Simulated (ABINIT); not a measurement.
Zr2BAs: single point with LDA-PZ

Crystal: Zr2BAs.

```xyz
4
Lattice="3.7564 0.0000 0.0000 0.0000 3.7564 0.0000 0.0000 0.0000 4.5304" Properties=species:S:1:pos:R:3 pbc="T T T"
Zr    1.8782    0.0000    3.0514
Zr    0.0000    1.8782    3.0514
B     1.8782    1.8782    1.6373
As    1.8782    1.8782    4.3682
```

The cell was built by a generator and needn't be a form met in nature.

The cell isn't the ideal one: cell squeezed.

```yaml
Program: ABINIT 10.8.3 (patched build)
Task: single point
Functional: LDA-PZ
Potentials_or_basis: PseudoDojo NC SR LDA v0.4.1 standard
Cutoff: 1088 eV
k_mesh: 5 × 5 × 4
Occupations: fermi-dirac, width 0.05 eV
Spin: no spin polarisation
```

The pressure is 63.9 GPa. The largest force is 9.477 eV/Å, the band gap on the k mesh is none (metal or under the smearing width) and the valence electrons inside the program's atomic spheres are Zr 8.73; B 2.68; As 12.86.

Forces in eV/Å, atoms in the order of the input:
```
Zr   0.000  0.000 -5.559
Zr   0.000  0.000 -5.559
B    0.000  0.000  1.640
As   0.000  0.000  9.477
```

Stress tensor (GPa, compression positive):
```
63.03  0.00  0.00
 0.00 63.03  0.00
 0.00  0.00 65.56
```

Levels at points of the mesh, in eV from the Fermi level:
```tsv
k point	band 18	band 19	band 20	band 21	band 22	band 23	band 24	band 25
(0.00, 0.00, 0.00)	-3.13	-3.09	-2.36	-0.56	-0.56	0.99	2.13	4.37
(0.00, 0.00, 0.50)	-3.22	-2.33	-0.98	0.62	2.94	2.95	3.20	3.90
```

It took 94 s on 1 thread of AMD EPYC 7R43 64-Core Processor (Zen 3), with other jobs on the host, peak memory 0.1 GiB.
